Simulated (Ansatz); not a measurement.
# C2H4OSSe: the cost of one run

Program: Ansatz 0.2.0. Level of theory: RKS r2SCAN-D4/def2-SVP. These are calculated values, not measurements.

**1. The starting structure**

Bond lengths: Se1–C2 1.965 Å, C2–O3 1.424 Å, O3–C4 1.386 Å, C2–S5 1.806 Å, C4–S5 1.742 Å, Se1–H6 1.516 Å, C2–H7 1.132 Å, C4–H8 1.139 Å, C4–H9 1.176 Å. Angles (14 of 15 angles, heavy atoms first): Se1–C2–O3 111.2°, Se1–C2–S5 111.6°, O3–C2–S5 98.1°, C2–O3–C4 90.6°, O3–C4–S5 102.7°, C2–S5–C4 68.5°, Se1–C2–H7 110.3°, O3–C2–H7 113.3°, S5–C2–H7 111.8°, C2–Se1–H6 90.9°, O3–C4–H8 107.9°, O3–C4–H9 110.1°, S5–C4–H8 111.5°, S5–C4–H9 114.9°.

Coordinates:

```xyz
9

Se    0.9782   -1.3175   -1.5753
C     0.5037   -0.4629    0.1297
O    -0.8619   -0.6951    0.4605
C    -1.1134    0.6679    0.4429
S     0.4267    1.3344   -0.0259
H     2.3510   -0.6749   -1.5413
H     1.2219   -0.7848    0.9435
H    -1.9112    0.8667   -0.3450
H    -1.5065    1.0200    1.4938
```

**2. End point A**

The input, input.yaml:

```yaml
crystal:
  periodic: [false, false, false]
  atoms:
    - { symbol: Se, position_ang: [0.9782, -1.3175, -1.5753] }
    - { symbol: C, position_ang: [0.5037, -0.4629, 0.1297] }
    - { symbol: O, position_ang: [-0.8619, -0.6951, 0.4605] }
    - { symbol: C, position_ang: [-1.1134, 0.6679, 0.4429] }
    - { symbol: S, position_ang: [0.4267, 1.3344, -0.0259] }
    - { symbol: H, position_ang: [2.351, -0.6749, -1.5413] }
    - { symbol: H, position_ang: [1.2219, -0.7848, 0.9435] }
    - { symbol: H, position_ang: [-1.9112, 0.8667, -0.345] }
    - { symbol: H, position_ang: [-1.5065, 1.02, 1.4938] }
basis:
  gaussian: { orbitals: def2-SVP }
hamiltonian:
  xc: r2scan
  dispersion: d4
relax:
  f_tol: 0.015
  max_steps: 40
output:
  orbitals: {}
```

Started as:

```bash
$ ansatz run input.yaml --threads 2 --pin off --max-ram 3072MiB --backend cpu --events-out ev --progress --plain --runs-dir out
```

What time and memory should one allow on 2 threads of Arm Neoverse V1, shared host?

About 2.2 min, with a peak of 0.18 GiB.
